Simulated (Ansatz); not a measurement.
**In2Cl4F2: small, medium and large basis sets**

One table from this session's results is given with a row withheld; the runs are named, their logs left out.

Program: Ansatz 0.2.0, Gaussian basis. Level of theory: one geometry, several basis sets. These are calculated values, not measurements.

Levels to be run: PBE0-D4/def2-SVP; ωB97M-V/def2-SVP; PBE0-D4/def2-QZVPP; ωB97M-V/def2-QZVPP; the functionals' def2-TZVPP values are taken from earlier runs.

## The relaxed structure

The geometry comes from an earlier relaxation with PBE0-D4 in a triple-zeta def2 set; it is a stationary point, not always the lowest conformer. In takes the def2 core potential; no spin-orbit term is included.

SMILES `[F][In@-]1([Cl])[Cl+][In@-]([F])([Cl])[Cl+]1`, 8 atoms, charge 0, spin multiplicity 1.

Atoms are counted from 1 here; the program's logs count them from 0.

Bond lengths: F1–In2 1.924 Å, In2–Cl3 2.283 Å, In2–Cl4 2.493 Å, In2–Cl8 2.493 Å, Cl4–In5 2.493 Å, In5–F6 1.924 Å, In5–Cl7 2.283 Å, In5–Cl8 2.493 Å. Angles: F1–In2–Cl3 125.9°, F1–In2–Cl4 105.5°, F1–In2–Cl8 105.5°, Cl3–In2–Cl4 112.4°, Cl3–In2–Cl8 112.4°, Cl4–In2–Cl8 88.7°, In2–Cl4–In5 91.3°, Cl4–In5–F6 105.6°, Cl4–In5–Cl7 112.3°, Cl4–In5–Cl8 88.7°, F6–In5–Cl7 125.9°, F6–In5–Cl8 105.6°, Cl7–In5–Cl8 112.3°, In2–Cl8–In5 91.3°.

The first run:

in.yaml

```yaml
crystal:
  periodic: [false, false, false]
  atoms:
    - {symbol: F, position_ang: [2.805178, -0.956195, 0.772883]}
    - {symbol: In, position_ang: [0.964404, -1.423988, 0.464767]}
    - {symbol: Cl, position_ang: [0.065163, -3.514254, 0.653713]}
    - {symbol: Cl, position_ang: [0.344555, -0.314803, -1.679554]}
    - {symbol: In, position_ang: [-0.966402, 1.423688, -0.465240]}
    - {symbol: F, position_ang: [-2.814642, 0.990939, -0.779401]}
    - {symbol: Cl, position_ang: [-0.028011, 3.497564, -0.644539]}
    - {symbol: Cl, position_ang: [-0.370244, 0.297040, 1.677371]}
basis:
  gaussian: {orbitals: def2-SVP}
hamiltonian: {xc: pbe0, dispersion: d4}
output: {orbitals: {seedname: orbitals}}
```

On the command line:

```
$ ansatz run in.yaml --threads 2 --pin off --events-out ev --progress --plain --max-ram 20480MiB --backend cpu
```

Among the steps run: PBE0-D4 in def2-SVP; ωB97M-V in def2-SVP; PBE0-D4 in def2-QZVPP; ωB97M-V in def2-QZVPP.

One of the session's tables, all rows but one given; the rest of the session is left out.

It belongs to the step «Density functionals: the series». 

```
functional       basis  HOMO (eV)  LUMO (eV)
   PBE0-D4    def2-SVP      -9.67      -3.09
   PBE0-D4  def2-TZVPP      -9.77      -3.15
   PBE0-D4  def2-QZVPP      -9.77      -3.17
   ωB97M-V    def2-SVP     -11.90      -1.03
   ωB97M-V  def2-TZVPP          ?          ?
   ωB97M-V  def2-QZVPP     -12.08      -1.27
```

**Question.** Estimate the row for ωB97M-V, def2-TZVPP.

The run gave: HOMO (eV): -12.06; LUMO (eV): -1.18. In the column «HOMO (eV)» it lies between ωB97M-V, def2-QZVPP (-12.08) and ωB97M-V, def2-SVP (-11.90).
